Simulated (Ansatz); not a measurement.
# LiCr16: the cost of one run

Program: Ansatz 0.2.0. Level of theory: DFT PBEsol, plane waves, PAW, scalar-relativistic, collinear spin. These are calculated values, not measurements.

1 further run of the same task is left out (it didn't finish).

### Step 1. The structure to begin with

The cell holds 17 atoms (Cr16Li): a = 5.760 Å, b = 5.760 Å, c = 5.760 Å, α = 90.00°, β = 90.00°, γ = 90.00°.

The coordinates stand in the first input below.

### Step 2. Preparing the start

Input file input.yaml:

```yaml
crystal:
  lattice:
    - [5.76, 0.0, 0.0]
    - [0.0, 5.76, 0.0]
    - [0.0, 0.0, 5.76]
  atoms:
    - { symbol: Cr, position: [0.0, 0.0, 0.0], spin: 1.5 }
    - { symbol: Cr, position: [0.5, 0.0, 0.0], spin: 1.5 }
    - { symbol: Cr, position: [0.0, 0.5, 0.0], spin: 1.5 }
    - { symbol: Cr, position: [0.0, 0.0, 0.5], spin: 1.5 }
    - { symbol: Cr, position: [0.25, 0.25, 0.25], spin: 1.5 }
    - { symbol: Cr, position: [0.5, 0.5, 0.0], spin: 1.5 }
    - { symbol: Cr, position: [0.5, 0.0, 0.5], spin: 1.5 }
    - { symbol: Cr, position: [0.75, 0.25, 0.25], spin: 1.5 }
    - { symbol: Cr, position: [0.0, 0.5, 0.5], spin: 1.5 }
    - { symbol: Cr, position: [0.25, 0.75, 0.25], spin: 1.5 }
    - { symbol: Cr, position: [0.25, 0.25, 0.75], spin: 1.5 }
    - { symbol: Cr, position: [0.5, 0.5, 0.5], spin: 1.5 }
    - { symbol: Cr, position: [0.75, 0.75, 0.25], spin: 1.5 }
    - { symbol: Cr, position: [0.75, 0.25, 0.75], spin: 1.5 }
    - { symbol: Cr, position: [0.25, 0.75, 0.75], spin: 1.5 }
    - { symbol: Cr, position: [0.75, 0.75, 0.75], spin: 1.5 }
    - { symbol: Li, position: [0.3657589, 0.499413, 0.2442144] }
magnetization:
  spin_polarized: true
basis:
  ecutwfc: 420.0
kpoints:
  mp_grid: { grid: [2, 2, 2] }
hamiltonian:
  xc: pbesol
scf:
  occupations: { method: fermi_dirac, width: 0.15 }
  lower_state_search: "off"
relax:
  f_tol: 0.08
  max_steps: 25
  adjacent_minimum: "off"
```

Command:

```console
ansatz run input.yaml --threads 4 --pin off --max-ram 10240MiB --backend cpu --events-out ev --progress --plain --runs-dir out
```

What time and memory should one allow on 4 threads of Intel Xeon Platinum 8488C (Sapphire Rapids), shared host?

About 2.3 min, with a peak of 1.1 GiB.
